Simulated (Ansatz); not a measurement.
# HgTe: the crystal squeezed far

An exercise on one series of results from a longer session: the logs are not shown, and one member is left open.

Program: Ansatz 0.2.0. Level of theory: DFT LDA, with the methods named in each step. These are calculated values, not measurements.

## Starting point

The structure is cubic, space group F-43m (No. 216). Conventional cell: a = 6.214 Å, b = 6.214 Å, c = 6.214 Å, α = 90.00°, β = 90.00°, γ = 90.00°. Hg (site symmetry -43m) has 4 Te at 2.69 Å as nearest neighbours. Around Te (site symmetry -43m) lie 4 Hg at 2.69 Å.

Coordinates:

```
Hg Te
1.0
     0.00000    3.10723    3.10723
     3.10723    0.00000    3.10723
     3.10723    3.10723    0.00000
Hg Te
1 1
Direct
  0.00000 0.00000 0.00000
  0.25000 0.25000 0.25000
```

Whether this phase is the stable one at these pressures isn't tested.

Atoms are numbered in the order of the input: Hg1, Te2.

The first run:

The input, input.yaml:

```yaml
crystal:
  lattice:
    - [0.0, 3.107232506, 3.107232506]
    - [3.107232506, 0.0, 3.107232506]
    - [3.107232506, 3.107232506, 0.0]
  atoms:
    - { symbol: Hg, position: [0.0, 0.0, 0.0] }
    - { symbol: Te, position: [0.25, 0.25, 0.25] }
kpoints:
  mp_grid: { grid: [11, 11, 11] }
scf:
  occupations: { method: fermi_dirac, width: 0.05 }
hamiltonian:
  xc: lda
  pseudopotentials: { kind: paw }
output:
  forces: true
  stress: true
relax:
  f_tol: 0.005
  max_steps: 40
  cell: {}
```

Run with:

```console
ansatz run input.yaml --threads 1 --pin off --max-ram 2048MiB --backend cpu --events-out ev --progress --plain --runs-dir out
```

Steps of the session up to this table: Cell relaxed at zero pressure, PAW; Volume scaled by 1, PAW; Volume scaled by 0.94, PAW; Volume scaled by 0.88, PAW; Volume scaled by 0.8, PAW; Volume scaled by 0.8, PAW (core large); Volume scaled by 0.72, PAW; Volume scaled by 0.64, PAW; Volume scaled by 0.55, PAW; Volume scaled by 0.55, PAW (cutoff 300 eV).

One table of the session follows, with a row left open; its other results are not shown here.

```
             method  volume over the first  volume (Å³/atom)  pressure (GPa)
                PAW                      1            33.291            0.02
                PAW                   0.94            31.294            3.46
                PAW                   0.88            29.296            8.44
                PAW                    0.8            26.633           18.76
                PAW                   0.72            23.970           36.07
                PAW                   0.64            21.306           65.96
                PAW                   0.55            18.310          128.92
   PAW (core large)                    0.8                 ?               ?
PAW (cutoff 300 eV)                   0.55            18.310          129.25
```

Estimate the missing values for PAW (core large), 0.8.

As computed: volume (Å³/atom): 26.633; pressure (GPa): 18.74.

Caveats from the session: Warnings in the runs' records: datasets by core, cutoff below recommended.
